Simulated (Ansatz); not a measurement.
**CH4O3Si: harmonic frequencies at the relaxed geometry from a Python script**

At which frequencies does CH4O3Si vibrate? Aim: harmonic frequencies at the relaxed geometry, for CH4O3Si, run from a script. SMILES: O[Si]1(O)CO1.

Computed with Ansatz 0.2.0, driven from Python. Level of theory: B3LYP/def2-SVP.

## Step 1: Starting point

Bond lengths: O1–Si2 1.583 Å, Si2–O3 1.614 Å, Si2–C4 1.799 Å, Si2–O5 1.641 Å, C4–O5 1.394 Å, O1–H6 1.042 Å, O3–H7 1.007 Å, C4–H8 1.053 Å, C4–H9 1.158 Å. Angles (14 of 15 angles, heavy atoms first): O1–Si2–O3 111.9°, O1–Si2–C4 125.8°, O1–Si2–O5 107.7°, O3–Si2–C4 120.9°, O3–Si2–O5 106.5°, C4–Si2–O5 47.5°, Si2–C4–O5 60.3°, Si2–O5–C4 72.2°, Si2–O1–H6 114.7°, Si2–O3–H7 116.3°, Si2–C4–H8 119.9°, Si2–C4–H9 116.0°, O5–C4–H8 122.2°, O5–C4–H9 115.5°.

The script holds or builds the structure itself.

## Step 2: The code

run_freq.py

```python
# -*- coding: utf-8 -*-
import itertools
import warnings

import ansatz as az
from ase import Atoms
from ase.data import atomic_numbers, covalent_radii
from ase.thermochemistry import IdealGasThermo
import numpy as np

warnings.simplefilter("ignore", az.DeckWarning)

geometry = (
    az.Crystal.molecule()
    .atom("O", (-0.9808, 0.0724, -1.6222))
    .atom("Si", (0.0492, -0.3192, -0.4856))
    .atom("O", (1.5694, -0.3293, -1.0278))
    .atom("C", (-0.3031, -0.3887, 1.277))
    .atom("O", (-0.0249, 0.8375, 0.6756))
    .atom("H", (-1.3308, 1.0522, -1.5742))
    .atom("H", (2.1454, 0.4513, -0.7562))
    .atom("H", (0.3748, -0.8603, 1.9301))
    .atom("H", (-1.4107, -0.5622, 1.5663))
)

setup = (
    geometry.calculation()
    .basis(gaussian="def2-SVP")
    .functional("B3LYP")
)
symbols = [site.symbol for site in geometry.cartesian_sites]
start = np.array([site.position_ang for site in geometry.cartesian_sites], dtype=float)
summary = setup.relax(force_tolerance=0.003).run(threads=1, pin="off").report
end = np.array(summary["positions_ang"])

radius = [covalent_radii[atomic_numbers[s]] for s in symbols]
span = lambda where, i, j: np.linalg.norm(where[i] - where[j])
bonded = [(i, j) for i, j in itertools.combinations(range(len(symbols)), 2) if min(span(start, i, j), span(end, i, j)) < 1.2 * (radius[i] + radius[j])]
print("pair        before    after (A)")
for i, j in bonded:
    print(f"{symbols[i]}{i}-{symbols[j]}{j}".ljust(10), f"{span(start, i, j):8.4f} {span(end, i, j):8.4f}")
for first, second in list(itertools.combinations(bonded, 2)):
    shared = set(first) & set(second)
    if shared and symbols[(j := shared.pop())] != "H":
        i, k = sorted((set(first) | set(second)) - {j})
        u, v = end[i] - end[j], end[k] - end[j]
        angle = np.degrees(np.arccos(np.clip(u @ v / np.linalg.norm(u) / np.linalg.norm(v), -1, 1)))
        print(f"final angle {symbols[i]}{i}-{symbols[j]}{j}-{symbols[k]}{k}: {angle:.2f} deg")

minimum = az.Crystal.molecule()
for symbol, place in zip(symbols, end):
    minimum = minimum.atom(symbol, place.tolist())
vibrating = (
    minimum.calculation()
    .basis(gaussian="def2-SVP")
    .functional("B3LYP")
    .phonons(temperatures=(298.15, 498.15, 100))
)
vib = vibrating.run(threads=1, pin="off").report["vibrations"]
sums = vib["harmonic_sums"]
modes = [m["omega_inv_cm"] for m in sums["modes_at_gamma"] if m["rigid_motion"] == "no"]
for number, w in enumerate(modes, start=1):
    print(f"mode {number:2d} {w:9.1f} 1/cm {w / 8065.544 * 1000:8.2f} meV")
print("imaginary modes:", sum(w < 0 for w in modes), " zero-point energy:", round(sums["zero_point_energy_ev"], 4), "eV")
gas = IdealGasThermo(vib_energies=[w / 8065.544 for w in modes if w > 0], geometry="linear" if len(modes) == 3 * len(symbols) - 5 else "nonlinear",
                     atoms=Atoms(symbols, positions=end), symmetrynumber=1, spin=0.0)
print(f"H(298 K) - E = {gas.get_enthalpy(298.15, verbose=False):.4f} eV")
print(f"S(298 K, 1 bar) = {96485.33 * gas.get_entropy(298.15, 1e5, verbose=False):.1f} J/(mol K) with symmetry number 1")
```

## Step 3: The input behind the calls

The engine receives this input (first run):

```yaml
crystal:
  periodic: [false, false, false]
  atoms:
    - { symbol: O, position_ang: [-0.9808, 0.0724, -1.6222] }
    - { symbol: Si, position_ang: [0.0492, -0.3192, -0.4856] }
    - { symbol: O, position_ang: [1.5694, -0.3293, -1.0278] }
    - { symbol: C, position_ang: [-0.3031, -0.3887, 1.277] }
    - { symbol: O, position_ang: [-0.0249, 0.8375, 0.6756] }
    - { symbol: H, position_ang: [-1.3308, 1.0522, -1.5742] }
    - { symbol: H, position_ang: [2.1454, 0.4513, -0.7562] }
    - { symbol: H, position_ang: [0.3748, -0.8603, 1.9301] }
    - { symbol: H, position_ang: [-1.4107, -0.5622, 1.5663] }
basis:
  gaussian:
    orbitals: def2-SVP
hamiltonian:
  xc: b3lyp
relax:
  f_tol: 0.003
```

## Step 4: Launch

On the command line:

```console
> python run_freq.py
```

The log of the run:

```text
pair        before    after (A)
O0-Si1       1.5831   1.6410
O0-H5        1.0415   0.9642
Si1-O2       1.6140   1.6410
Si1-C3       1.7988   1.8125
Si1-O4       1.6407   1.6604
O2-H6        1.0074   0.9642
C3-O4        1.3938   1.5256
C3-H7        1.0529   1.1001
C3-H8        1.1578   1.1001
final angle Si1-O0-H5: 116.57 deg
final angle O0-Si1-O2: 103.87 deg
final angle O0-Si1-C3: 126.07 deg
final angle O0-Si1-O4: 120.48 deg
final angle O2-Si1-C3: 126.04 deg
final angle O2-Si1-O4: 120.55 deg
final angle Si1-O2-H6: 116.59 deg
final angle C3-Si1-O4: 51.89 deg
final angle Si1-C3-O4: 58.91 deg
final angle Si1-C3-H7: 123.64 deg
final angle Si1-C3-H8: 123.64 deg
final angle Si1-O4-C3: 69.20 deg
final angle O4-C3-H7: 112.14 deg
final angle O4-C3-H8: 112.14 deg
final angle H7-C3-H8: 111.33 deg
mode  1     102.6 1/cm    12.73 meV
mode  2     241.4 1/cm    29.93 meV
mode  3     288.7 1/cm    35.80 meV
mode  4     290.0 1/cm    35.95 meV
mode  5     323.8 1/cm    40.15 meV
mode  6     347.8 1/cm    43.12 meV
mode  7     626.7 1/cm    77.70 meV
mode  8     719.6 1/cm    89.22 meV
mode  9     733.6 1/cm    90.96 meV
mode 10     786.0 1/cm    97.45 meV
mode 11     834.6 1/cm   103.47 meV
mode 12     846.1 1/cm   104.90 meV
mode 13    1010.0 1/cm   125.22 meV
mode 14    1074.4 1/cm   133.21 meV
mode 15    1079.0 1/cm   133.78 meV
mode 16    1142.4 1/cm   141.65 meV
mode 17    1450.3 1/cm   179.81 meV
mode 18    3063.8 1/cm   379.86 meV
mode 19    3138.0 1/cm   389.06 meV
mode 20    3885.8 1/cm   481.77 meV
mode 21    3885.9 1/cm   481.79 meV
imaginary modes: 0  zero-point energy: 1.6038 eV
H(298 K) - E = 1.8028 eV
S(298 K, 1 bar) = 325.7 J/(mol K) with symmetry number 1
```

Wall time 69 s (1 thread of AMD EPYC 9R45 (Zen 5), shared host); peak memory 0.32 GiB.

## Step 5: Inputs of later runs

The engine's inputs for the other runs:

Run 2, against run 1:

```diff
@@ -4,9 +4,9 @@
-    - { symbol: O, position_ang: [-0.9808, 0.0724, -1.6222] }
-    - { symbol: Si, position_ang: [0.0492, -0.3192, -0.4856] }
-    - { symbol: O, position_ang: [1.5694, -0.3293, -1.0278] }
-    - { symbol: C, position_ang: [-0.3031, -0.3887, 1.277] }
-    - { symbol: O, position_ang: [-0.0249, 0.8375, 0.6756] }
-    - { symbol: H, position_ang: [-1.3308, 1.0522, -1.5742] }
-    - { symbol: H, position_ang: [2.1454, 0.4513, -0.7562] }
-    - { symbol: H, position_ang: [0.3748, -0.8603, 1.9301] }
-    - { symbol: H, position_ang: [-1.4107, -0.5622, 1.5663] }
+    - { symbol: O, position_ang: [-0.8770691708398285, 0.3227681203143987, -1.7478568730075652] }
+    - { symbol: Si, position_ang: [0.1383835372704669, 0.1138420445289164, -0.47582393601066225] }
+    - { symbol: O, position_ang: [1.6092356086107151, -0.08628103893626449, -1.1753956853545255] }
+    - { symbol: C, position_ang: [-0.3333942249671012, -0.42719023999148986, 1.1884132342168683] }
+    - { symbol: O, position_ang: [-0.02615200523292196, 1.0378298938282962, 0.8938288059036094] }
+    - { symbol: H, position_ang: [-1.7875306532791222, 0.5613391795653674, -1.538292694791208] }
+    - { symbol: H, position_ang: [2.3673072441820247, -0.13064593865816862, -0.5811439081169261] }
+    - { symbol: H, position_ang: [0.3730739748900384, -0.8618309459649783, 1.911023816931062] }
+    - { symbol: H, position_ang: [-1.3753543106342716, -0.5761310746860778, 1.508247240229346] }
@@ -18,2 +18,5 @@
-relax:
-  f_tol: 0.003
+phonons:
+  temperatures:
+    t_min: 298.15
+    t_max: 498.15
+    t_step: 100.0
```

Lines on the test bed's own set-up are left out of the output.

A comment line of the script is reworded here; the code is as run.

## Step 6: What each run gave

One row for each of the 2 runs:

```csv
run,kind of run,energy from run 1 (eV),SCF cycles in all,CPU time (s)
1,relaxation,0.0000,100,18
2,phonons,0.0000,341,51
```

## Step 7: Path of the relaxation of run 1

The steps of the relaxation:

| step | E - E(step 1) (eV) | largest force component (eV/Å) |
| --- | --- | --- |
| 1 | 0.0000 | 3.6907 |
| 2 | -0.6717 | 1.4136 |
| 3 | -0.8929 | 0.7281 |
| 4 | -0.9069 | 1.0499 |
| 5 | -1.0059 | 0.7959 |
| 6 | -1.0180 | 0.6072 |
| 7 | -1.0403 | 0.2648 |
| 8 | -1.0497 | 0.0463 |
| 9 | -1.0495 | 0.1503 |
| 10 | -1.0500 | 0.0269 |
| 11 | -1.0500 | 0.0143 |
| 12 | -1.0500 | 0.0073 |
| 13 | -1.0500 | 0.0024 |

Step 1 is the start. Step 9 was tried and not accepted.

Before: Bond lengths: O1–Si2 1.583 Å, Si2–O3 1.614 Å, Si2–C4 1.799 Å, Si2–O5 1.641 Å, C4–O5 1.394 Å, O1–H6 1.042 Å, O3–H7 1.007 Å, C4–H8 1.053 Å, C4–H9 1.158 Å. Angles (14 of 15 angles, heavy atoms first): O1–Si2–O3 111.9°, O1–Si2–C4 125.8°, O1–Si2–O5 107.7°, O3–Si2–C4 120.9°, O3–Si2–O5 106.5°, C4–Si2–O5 47.5°, Si2–C4–O5 60.3°, Si2–O5–C4 72.2°, Si2–O1–H6 114.7°, Si2–O3–H7 116.3°, Si2–C4–H8 119.9°, Si2–C4–H9 116.0°, O5–C4–H8 122.2°, O5–C4–H9 115.5°.

After: Bond lengths: O1–Si2 1.641 Å, Si2–O3 1.641 Å, Si2–C4 1.812 Å, Si2–O5 1.660 Å, C4–O5 1.526 Å, O1–H6 0.964 Å, O3–H7 0.964 Å, C4–H8 1.100 Å, C4–H9 1.100 Å. Angles (14 of 15 angles, heavy atoms first): O1–Si2–O3 103.9°, O1–Si2–C4 126.1°, O1–Si2–O5 120.5°, O3–Si2–C4 126.0°, O3–Si2–O5 120.6°, C4–Si2–O5 51.9°, Si2–C4–O5 58.9°, Si2–O5–C4 69.2°, Si2–O1–H6 116.6°, Si2–O3–H7 116.6°, Si2–C4–H8 123.6°, Si2–C4–H9 123.6°, O5–C4–H8 112.1°, O5–C4–H9 112.1°.

## Step 8: Vibrations

Frequencies (cm⁻¹; negative: imaginary): 103, 241, 289, 290, 324, 348, 627, 720, 734, 786, 835, 846, 1010, 1074, 1079, 1142, 1450, 3064, 3138, 3886, 3886.

## Step 9: Summary of results

| quantity | value |
| --- | --- |
| runs compared | 2 |
| moves of the relaxation of run 1 | 11 |
| energy gained in run 1 | 1.050 eV |
| last largest force component of run 1 | 0.0024 eV/Å |
| highest frequency | 3886 cm⁻¹ |
| imaginary modes | 0 |
| zero-point energy | 1.604 eV |

What this shows: Run 1: After 11 moves the largest shift is 0.671 Å, of atom 6 (H). All frequencies are real, so the geometry is a minimum. The values are harmonic; measured fundamentals also hold anharmonic shifts, mostly downward for stretches. Notes:
- The frequencies are harmonic and unscaled, in a modest basis. The result belongs to the one conformer reached from this start, and soft torsions count as harmonic oscillators.
- b3lyp holds the VWN-RPA fit, as in Gaussian; the form of ORCA and Turbomole is b3lyp5.
- The entropy takes a symmetry number of 1; a symmetric molecule's is lower by R ln(sigma).
